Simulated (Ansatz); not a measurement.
# Mg started on a K site and Mg started on a K site in perovskite KZnF3, 40 atoms, charge 0

Aim: let the atoms about the defect relax, then read the frontier levels by PBEsol, HSE06 and r²SCAN.

All numbers are computed with Ansatz 0.2.0 (PAW, plane waves).

### Step 1. The starting cell

40 atoms (2 Mg, 6 K, 8 Zn, 24 F); a = 8.105 Å, b = 8.105 Å, c = 8.105 Å, α = 90.00°, β = 90.00°, γ = 90.00°. All atoms were shaken off their sites by about 0.02 Å along each axis. Defect site 1: (0.500, 0.500, 0.500). Defect site 2: (0.000, 0.000, 0.000).

Plan of the steps: (2) PBEsol relaxation at the single k point (¼, ¼, ¼), on 8 threads of Intel Xeon Platinum 8259CL at 2.50GHz; (3) HSE06 single point at the single k point (¼, ¼, ¼), on 8 threads of Intel Xeon Platinum 8259CL at 2.50GHz; (4) r²SCAN single point at the single k point (¼, ¼, ¼), on 8 threads of Intel Xeon Platinum 8259CL at 2.50GHz.

### Step 2. Relaxation of the positions (PBEsol)

Contents of in.yaml:

```yaml
crystal:
  lattice:
    - [8.104526, 0.000000, 0.000000]
    - [0.000000, 8.104526, 0.000000]
    - [0.000000, 0.000000, 8.104526]
  atoms:
    - { symbol: Mg, position: [0.998130, 0.000130, 0.999230] }
    - { symbol: Mg, position: [0.494691, 0.498305, 0.501612] }
    - { symbol: K, position: [0.000762, 0.999069, 0.500676] }
    - { symbol: K, position: [0.002785, 0.501895, 0.004233] }
    - { symbol: K, position: [0.997652, 0.499790, 0.495759] }
    - { symbol: K, position: [0.500142, 0.997902, 0.998163] }
    - { symbol: K, position: [0.502260, 0.001325, 0.500506] }
    - { symbol: K, position: [0.499489, 0.501133, 0.001693] }
    - { symbol: Zn, position: [0.252411, 0.251546, 0.249000] }
    - { symbol: Zn, position: [0.252323, 0.258041, 0.750905] }
    - { symbol: Zn, position: [0.248220, 0.746536, 0.248469] }
    - { symbol: Zn, position: [0.249883, 0.748322, 0.750289] }
    - { symbol: Zn, position: [0.751197, 0.246392, 0.252175] }
    - { symbol: Zn, position: [0.746791, 0.251371, 0.752639] }
    - { symbol: Zn, position: [0.747226, 0.749323, 0.252635] }
    - { symbol: Zn, position: [0.749258, 0.755182, 0.751840] }
    - { symbol: F, position: [0.248329, 0.248163, 0.999528] }
    - { symbol: F, position: [0.252669, 0.249013, 0.498286] }
    - { symbol: F, position: [0.248303, 0.747039, 0.002668] }
    - { symbol: F, position: [0.253540, 0.752998, 0.500725] }
    - { symbol: F, position: [0.750929, 0.253359, 0.000621] }
    - { symbol: F, position: [0.746084, 0.253866, 0.501373] }
    - { symbol: F, position: [0.751678, 0.750032, 0.000653] }
    - { symbol: F, position: [0.748619, 0.748984, 0.501729] }
    - { symbol: F, position: [0.997284, 0.250313, 0.252033] }
    - { symbol: F, position: [0.992687, 0.250947, 0.751039] }
    - { symbol: F, position: [0.001613, 0.749871, 0.247325] }
    - { symbol: F, position: [0.000193, 0.743874, 0.749292] }
    - { symbol: F, position: [0.496737, 0.246971, 0.252357] }
    - { symbol: F, position: [0.497388, 0.249277, 0.751573] }
    - { symbol: F, position: [0.495347, 0.748712, 0.245917] }
    - { symbol: F, position: [0.499136, 0.753362, 0.747536] }
    - { symbol: F, position: [0.247741, 0.000053, 0.248513] }
    - { symbol: F, position: [0.248705, 0.999436, 0.750115] }
    - { symbol: F, position: [0.249945, 0.502288, 0.248603] }
    - { symbol: F, position: [0.251290, 0.503442, 0.748071] }
    - { symbol: F, position: [0.756207, 0.001519, 0.254722] }
    - { symbol: F, position: [0.749067, 0.998357, 0.747347] }
    - { symbol: F, position: [0.747136, 0.495888, 0.252666] }
    - { symbol: F, position: [0.749214, 0.497810, 0.751595] }
  symmetry: { detect: false }
kpoints:
  mp_grid: { grid: [1, 1, 1], shift: [0.25, 0.25, 0.25] }
hamiltonian:
  xc: pbesol
scf:
  occupations: { method: fermi_dirac, width: 0.01 }
relax:
  f_tol: 0.03
  max_steps: 80
  escape_saddle: false
  adjacent_minimum: "off"
output:
  forces: true
  eigenvalues: true
  populations: true
  write_density: true
  write_potential: true
  elf: true
  volumetric_format: npy
```

Started as:

```
$ ansatz run in.yaml --threads 8 --pin off --max-ram 13300MiB --runs-dir r --events-out ev --progress --plain
```

The runs that follow: HSE06 on the final geometry; r²SCAN on the same atoms.

**Question.** What will these runs give? Wanted: for each run, top filled to lowest empty.

**Answer**, as computed:

| level | time | top filled to lowest empty (eV) |
| --- | --- | --- |
| PBEsol, relaxation | 54 s (8 CPU threads) | 0.94 |
| HSE06 | 71 s (8 CPU threads) | 1.03 |
| r²SCAN | 13 s (8 CPU threads) | 0.84 |

```
     quantity                              value
   relaxation  14 recorded steps, 2.39 eV gained
largest shift                       0.88 Å (Mg2)
```

**In words.** The relaxation lowers the energy by 2.39 eV; the largest shift is 0.88 Å (Mg2). At the same k points, PBEsol gives a spacing 0.09 eV smaller and r²SCAN gives a spacing 0.19 eV smaller than the 1.03 eV of HSE06. In a defect cell this spacing can involve defect levels, so it need not be the gap. The HSE06 single point took about 5.4 times as long as the r²SCAN one on the same kind of device.
